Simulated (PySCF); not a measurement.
**The bond of RbBe, level by level**

What are the lowest state that PBE0 finds, the bond length, vibrational wavenumber and bond energy of RbBe, and how much do these hang on the method?

Computed with PySCF 2.14.0. Level: Rb x2c-SVPall, Be x2c-SVPall, spin-free X2C with a Gaussian nucleus.

### Step 1. The job

The job is set up so:

```yaml
atoms: Rb, Be
charge: 0
basis: Rb x2c-SVPall, Be x2c-SVPall
Hamiltonian: spin-free X2C with a Gaussian nucleus
basis_functions: 59
electrons_treated: 41
masses_in_u: 84.9118, 9.0122
levels: PBE0, PBE, r²SCAN, r²SCANh, M06-2X, LC-ωPBE, HF, MP2, SCS-MP2
grid: 80 radial by 434 angular points
occupations: held fixed by the projection of orbital angular momentum
dissociation_limit: Rb + Be, each in its ground configuration
starting_distance_in_angstrom: 3.020
values_of_2S_to_try: 1, 3
```

Command:

```bash
> OMP_NUM_THREADS=1 python dia.py task.json out
```

Further steps of the session: The PBE0 curve of the state that the search chose; Other states along the same grid; PBE (GGA); r²SCAN (meta-GGA); r²SCANh (hybrid meta-GGA); M06-2X; LC-ωPBE; ROHF.

Q: Predict the outcome of this session. Wanted: for each run, Re; ωe; De; μ.

**Answer**, as computed:

Lowest PBE0 solution found, without spin–orbit coupling: ²Σ⁺ (doublet), unpaired electrons σ ↑. State 3 has its PBE0 minimum 2.05 eV higher. The other levels ran on the lowest alone.

| level | Re (Å) | ωe (cm⁻¹) | De (eV) | μ (D) |
| --- | --- | --- | --- | --- |
| PBE | 3.499 | 156.2 | 0.381 | -3.63 |
| r²SCAN | 3.557 | 153.1 | 0.412 | -4.14 |
| r²SCANh | 3.558 | 152.4 | 0.387 | -4.23 |
| PBE0 | 3.525 | 151.9 | 0.305 | -3.99 |
| M06-2X | 3.597 | 134.3 | 0.199 | -2.18 |
| LC-ωPBE | 3.527 | 147.4 | 0.188 | -5.90 |

De is counted to Rb + Be in their ground configurations. A positive dipole means Rb(−)Be(+). No constants: ROHF (no minimum is bracketed among the points kept); ROHF-MP2 (no minimum is bracketed among the points kept); ROHF-SCS-MP2 (no minimum is bracketed among the points kept).

**Reading.** Bond lengths run from 3.499 Å (PBE) to 3.597 Å (M06-2X). Of the levels with a De here, LC-ωPBE gives the least (0.188 eV) and r²SCAN the most (0.412 eV).

Correlated steps freeze 9 core orbitals. Spin–orbit coupling is left out.
